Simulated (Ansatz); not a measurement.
**EuGe3Pt: one geometry, two states**

An SCF can end in more than one state. Here EuGe3Pt, a database structure at a slightly changed volume, is run from each state found earlier: which lies lowest, and what else changes?

Program: Ansatz 0.2.0. Level of theory: DFT, r2SCAN, with U = 7.34 eV and J = 0.9 eV on Eu f, plane waves, PAW. These are calculated values, not measurements.

## (1) The structure

It takes space group I4mm (No. 107, tetragonal). Conventional cell: a = 4.423 Å, b = 4.423 Å, c = 9.973 Å, α = 90.00°, β = 90.00°, γ = 90.00°. Eu (site symmetry 4mm) is surrounded by 12 Ge at 3.27 to 3.38 Å and 5 Pt at 3.46 to 3.52 Å. Pt (site symmetry 4mm) is surrounded by 5 Ge at 2.42 to 2.47 Å. Ge (site symmetry 4mm) is surrounded by 1 Pt at 2.42 Å and 4 Ge at 2.66 Å. Ge (site symmetry 2mm) is surrounded by 2 Pt at 2.47 Å and 2 Ge at 2.66 Å.

Its coordinates follow in the input file.

The states: A, Eu1 up, Eu2 up (collinear spin); B, Eu1 up, Eu2 down (collinear spin). Each run reads its own saved solution as saved_state.

## (2) Run from state A

File input.yaml:

```yaml
crystal:
  lattice:
    - [0.0, 0.0, 9.97263202]
    - [4.42343836, 0.0, 0.0]
    - [0.0, 4.42343836, 0.0]
  atoms:
    - { symbol: Eu, position: [0.0, 0.0, 0.0] }
    - { symbol: Eu, position: [0.5, 0.5, 0.5] }
    - { symbol: Pt, position: [0.14751, 0.5, 0.5] }
    - { symbol: Pt, position: [0.64751, 0.0, 0.0] }
    - { symbol: Ge, position: [0.4045, 0.0, 0.0] }
    - { symbol: Ge, position: [0.9045, 0.5, 0.5] }
    - { symbol: Ge, position: [0.25688, 0.0, 0.5] }
    - { symbol: Ge, position: [0.75688, 0.5, 0.0] }
    - { symbol: Ge, position: [0.25688, 0.5, 0.0] }
    - { symbol: Ge, position: [0.75688, 0.0, 0.5] }
kpoints:
  mp_grid: { grid: [3, 5, 5], shift: [0, 0, 0] }
magnetization:
  spin_polarized: true
scf:
  occupations: { method: fermi_dirac, width: 0.0614 }
  lower_state_search: "off"
  max_iter: 200
hamiltonian:
  pseudopotentials: { kind: paw }
  xc: r2scan
  hubbard:
    projectors: atomic
    sites: [{ species: Eu, l: f, u: 7.34, j: 0.9 }]
basis:
  ecutwfc: 500
  fft_grid_basis: typed
output:
  forces: true
  stress: true
  eigenvalues: true
  bader: true
  populations: true
  elf: true
  write_potential: true
  volumetric_format: npy
  dos:
    e_range: [-12, 8]
    de: 0.05
    projected: { site_lists: { Eu: [Eu], Ge: [Ge], Pt: [Pt] } }
checkpoint:
  read: saved_state
```

## (4) State B: the run

Edit input.yaml of step 2 so:

```diff
@@ -6,4 +6,4 @@
   atoms:
-    - { symbol: Eu, position: [0.0, 0.0, 0.0] }
-    - { symbol: Eu, position: [0.5, 0.5, 0.5] }
+    - { symbol: Eu, position: [0.0, 0.0, 0.0], spin: 7.0 }
+    - { symbol: Eu, position: [0.5, 0.5, 0.5], spin: -7.0 }
     - { symbol: Pt, position: [0.14751, 0.5, 0.5] }
@@ -18,2 +18,16 @@
   mp_grid: { grid: [3, 5, 5], shift: [0, 0, 0] }
+  band_path:
+    path:
+      - [0.0, 0.0, 0.0]
+      - [0.0, 0.5, 0.5]
+      - [0.5, 0.5, 0.5]
+      - [0.5, 0.5, 0.0]
+      - [0.0, 0.0, 0.0]
+      - [1.0, 0.0, 0.0]
+      - [1.0, 0.40162825, 0.0]
+      - [0.0, 0.59837175, 0.0]
+      - [0.0, 0.0, 0.0]
+      - [0.0, 0.5, 0.5]
+      - [0.0, 0.59837175, 0.40162825]
+    npoints: 6
 magnetization:
```

(Steps that only read results are left out.)

Before running it: what results should come out? Wanted: for each run, free energy; largest site moment; size of the net moment; gap; pressure; largest force.

**Answer**, as computed:

```csv
state,free energy (meV/atom),largest site moment (μB),size of the net moment (μB/cell),gap (eV),pressure (GPa),largest force (eV/Å),SCF cycles
A,0.6,6.95,13.95,metal,4.8,0.17,9
B,0.0,6.96,0.00,metal,4.8,0.18,9
```

**Reading.** States B and A are level within 1 meV per atom.
